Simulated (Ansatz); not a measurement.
Here is an Ansatz input file for C3H9NSi, SMILES CCN1C[SiH2]1. Write the same calculation for the Python package.

```yaml
crystal:
  periodic: [false, false, false]
  atoms:
    - { symbol: C, position_ang: [-1.2517, 1.3097, 0.6974] }
    - { symbol: C, position_ang: [0.0329, 1.016, 0.0306] }
    - { symbol: "N", position_ang: [0.3841, -0.3713, 0.2516] }
    - { symbol: C, position_ang: [-0.329, -1.2897, -0.4404] }
    - { symbol: Si, position_ang: [1.8444, -1.0946, -0.093] }
    - { symbol: H, position_ang: [-1.5276, 2.4327, 0.5467] }
    - { symbol: H, position_ang: [-2.0944, 0.7808, 0.2505] }
    - { symbol: H, position_ang: [-1.2357, 1.1708, 1.7553] }
    - { symbol: H, position_ang: [0.7965, 1.7024, 0.5095] }
    - { symbol: H, position_ang: [-0.0084, 1.2525, -1.0175] }
    - { symbol: H, position_ang: [-0.5368, -2.2851, 0.025] }
    - { symbol: H, position_ang: [-0.3451, -1.303, -1.5058] }
    - { symbol: H, position_ang: [2.0125, -2.4063, 0.4889] }
    - { symbol: H, position_ang: [2.2454, -0.944, -1.4701] }
basis:
  gaussian:
    orbitals: "6-31G*"
hamiltonian:
  xc:
    name: wB97
scf:
  lower_state_search: "off"
output:
  orbitals: {}
```

`energy.py`
```python
# -*- coding: utf-8 -*-
"""Single point of C3H9NSi."""

from dataclasses import dataclass
from pathlib import Path

import ansatz as az


@dataclass(frozen=True)
class Settings:
    basis: str = "6-31G*"


cfg = Settings()

GEOMETRY = """
C    -1.25170    1.30970    0.69740
C     0.03290    1.01600    0.03060
N     0.38410   -0.37130    0.25160
C    -0.32900   -1.28970   -0.44040
Si    1.84440   -1.09460   -0.09300
H    -1.52760    2.43270    0.54670
H    -2.09440    0.78080    0.25050
H    -1.23570    1.17080    1.75530
H     0.79650    1.70240    0.50950
H    -0.00840    1.25250   -1.01750
H    -0.53680   -2.28510    0.02500
H    -0.34510   -1.30300   -1.50580
H     2.01250   -2.40630    0.48890
H     2.24540   -0.94400   -1.47010
"""

c3h9nsi = az.Crystal.molecule()
for line in GEOMETRY.strip().splitlines():
    symbol, *xyz = line.split()
    c3h9nsi = c3h9nsi.atom(symbol, [float(v) for v in xyz])

base = c3h9nsi.calculation()
base = base.basis(gaussian=cfg.basis)
base = base.functional(az.LibraryFunctional("wB97"))
base = base.scf(lower_state_search="off")
base = base.orbitals()
done = base.run(threads=1, runs_dir="runs")
r = done.report

print(f"E = {r['free_energy_ev']:.6f} eV = {r['free_energy_ev'] / 27.211386246:.7f} Ha")
print("converged:", r["converged"], " doubts:", r["published_state_doubts"] or "none")

state = r["mean_field"]["state"]
print(f"mean field: {state['energy']['hartree']:.7f} Ha, <S^2> = {abs(state['spin_squared']):.4f}, stability: {state.get('stability', {}).get('kind')}")

lines = Path(r["orbitals_path"]).read_text().splitlines()
field_of = lambda key: [line.split("=")[1].strip() for line in lines if line.startswith(key)]
orbitals = [(27.211386 * float(e), s, float(n)) for e, s, n in zip(field_of("Ene="), field_of("Spin="), field_of("Occup="))]
homo = max(e for e, _, n in orbitals if n > 0.5)
lumo = min(e for e, _, n in orbitals if n < 0.5)
for e, spin, n in sorted(orbitals):
    if homo - 10 < e < lumo + 5:
        print(f"{spin:6s} {e:10.3f} eV  occupation {n:.0f}")
```

```console
$ python energy.py
E = -12620.285191 eV = -463.7869264 Ha
converged: True  doubts: none
mean field: -463.7869264 Ha, <S^2> = 0.0000, stability: undecided
Alpha     -16.507 eV  occupation 2
Alpha     -16.139 eV  occupation 2
Alpha     -15.275 eV  occupation 2
Alpha     -14.462 eV  occupation 2
Alpha     -13.335 eV  occupation 2
Alpha     -12.723 eV  occupation 2
Alpha     -12.676 eV  occupation 2
Alpha     -12.190 eV  occupation 2
Alpha     -10.034 eV  occupation 2
Alpha      -7.463 eV  occupation 2
Alpha       0.570 eV  occupation 0
Alpha       3.630 eV  occupation 0
Alpha       5.284 eV  occupation 0
```

These settings explore the input space; basis and method may be short of convergence. The geometry is a force-field or estimated start, not a minimum of this method, and the basis set is short of its limit. Alpha marks a spatial orbital of a restricted run, filled by both spins. Levels such as HOMO and LUMO are orbital energies: with these approximate functionals they aren't the ionisation energy and electron affinity, and their gap isn't the fundamental gap. Wall time of the script: 5.3 s on 1 thread of Arm Neoverse V2, with other jobs on the host, peak memory 0.22 GiB.

(A comment or docstring line of the script was reworded after the run, the code is as it ran; lines on the test bed's own set-up are left out of the output.)
